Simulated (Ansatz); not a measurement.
# H₅OPSSi: up Jacob's ladder to CCSD(T)

Aim: compute H₅OPSSi with functionals from several rungs and with coupled cluster. The yardstick is the atomisation energy at the CCSD(T) limit.

Method: functionals in def2-TZVPP, the program's frozen cores in correlated methods; program: Ansatz 0.2.0, Gaussian basis.

Levels to be run: LDA (SPW92), PBE-D4, revPBE-D4, BLYP-D4, r2SCAN-D4, B97M-V, PBE0-D4, B3LYP-D4, r2SCANh-D4, r2SCAN0-D4, HSE06-D4, BHLYP-D4, CAM-B3LYP-D4, LC-ωPBE, ωB97X-V, ωB97M-V, B2PLYP, PBE-QIDH; CCSD(T)/def2-SVP; CCSD(T)/def2-TZVPP; MP2/def2-QZVPP; extrapolation to the limit; RPA on PBE.

## 1. Structure used throughout

An earlier PBE0-D4 in a triple-zeta def2 set relaxation fixed the geometry.

SMILES `OP([SiH3])S`, 9 atoms, charge 0, spin multiplicity 1.

Atoms are counted from 1 here; the program's logs count them from 0.

Bond lengths: O1–P2 1.647 Å, O1–H5 0.964 Å, P2–Si3 2.276 Å, P2–S4 2.112 Å, Si3–H6 1.491 Å, Si3–H7 1.486 Å, Si3–H8 1.484 Å, S4–H9 1.345 Å. Angles: P2–O1–H5 114.7°, O1–P2–Si3 102.2°, O1–P2–S4 105.7°, Si3–P2–S4 92.2°, P2–Si3–H6 110.8°, P2–Si3–H7 107.8°, P2–Si3–H8 109.1°, H6–Si3–H7 108.9°, H6–Si3–H8 110.2°, H7–Si3–H8 110.1°, P2–S4–H9 96.5°.

## 2. LDA

This LDA is Slater exchange with PW92 correlation.

Input file in.yaml:

```yaml
crystal:
  periodic: [false, false, false]
  atoms:
    - {symbol: O, position_ang: [-0.410845, 1.077836, -1.615406]}
    - {symbol: P, position_ang: [-0.910868, -0.164037, -0.655887]}
    - {symbol: Si, position_ang: [1.053090, -0.922233, 0.208594]}
    - {symbol: S, position_ang: [-1.472070, 0.721331, 1.178041]}
    - {symbol: H, position_ang: [0.177053, 1.707843, -1.184352]}
    - {symbol: H, position_ang: [1.758461, 0.162421, 0.949534]}
    - {symbol: H, position_ang: [1.906616, -1.366503, -0.924071]}
    - {symbol: H, position_ang: [0.775218, -2.064148, 1.114789]}
    - {symbol: H, position_ang: [-2.788155, 0.801190, 0.911557]}
basis:
  gaussian: {orbitals: def2-TZVPP}
hamiltonian: {xc: lda}
output: {orbitals: {seedname: orbitals}}
```

On the command line:

```sh
$ ansatz run in.yaml --threads 2 --pin off --events-out ev --progress --plain --max-ram 4352MiB
```

Further steps of the session: PBE-D4 (GGA); revPBE-D4 (GGA); BLYP-D4 (GGA); r2SCAN-D4 (meta-GGA); B97M-V (meta-GGA); B3LYP-D4 (hybrid); r2SCANh-D4 (hybrid); r2SCAN0-D4 (hybrid); HSE06-D4 (hybrid); BHLYP-D4 (hybrid); CAM-B3LYP-D4 (range-separated); LC-ωPBE (range-separated); ωB97X-V (range-separated); ωB97M-V (range-separated); B2PLYP (double hybrid); PBE-QIDH (double hybrid); CCSD(T) in def2-SVP; CCSD(T) in def2-TZVPP; MP2 in def2-QZVPP; RPA on PBE orbitals.

Q: Predict the results of all the runs planned. Wanted: atomisation energy, CCSD(T)/CBS; farthest beyond LDA; mean size of error, GGA; mean size of error, meta-GGA; mean size of error, hybrid; mean size of error, range-separated; mean size of error, double hybrid; gap, smallest and largest; T1 diagnostic.

**Answer**, as computed:

| quantity | value |
| --- | --- |
| atomisation energy, CCSD(T)/CBS | 28.038 eV |
| functionals within 0.140 eV (0.5 %) | BLYP-D4, r2SCAN-D4, B3LYP-D4, CAM-B3LYP-D4 |
| farthest beyond LDA | BHLYP-D4 (-0.916 eV) |
| mean size of error, GGA | 0.203 eV |
| mean size of error, meta-GGA | 0.160 eV |
| mean size of error, hybrid | 0.364 eV |
| mean size of error, range-separated | 0.301 eV |
| mean size of error, double hybrid | 0.584 eV |
| gap, smallest and largest | 4.46 eV (LDA (SPW92)), 11.28 eV (LC-ωPBE) |
| T1 diagnostic | 0.0141 |
| triples share of the correlation energy | 4.1 % |

**Reading.** LDA overbinds by 4.322 eV (15 %). PBE-D4 is off by +0.335 eV. Double hybrids carry the basis error of their MP2 part in triple zeta, and no dispersion term here, so their miss is partly the set-up's. By mean error the best rung here is meta-GGA (0.160 eV) and the worst beyond LDA is double hybrid (0.584 eV). The gap between the best rungs is small, so their order is not settled. The reference freezes the cores and leaves out relativity and excitations past (T), so misses under about 0.140 eV can't be ranked. Hartree-Fock recovers 68 % of the binding; the rest is correlation. CCSD(T) in def2-SVP is off by -3.086 eV, worse than the median functional, from the basis alone. The gap grows from 4.5 to 11.3 eV across the functionals, mostly with the share of exact exchange.
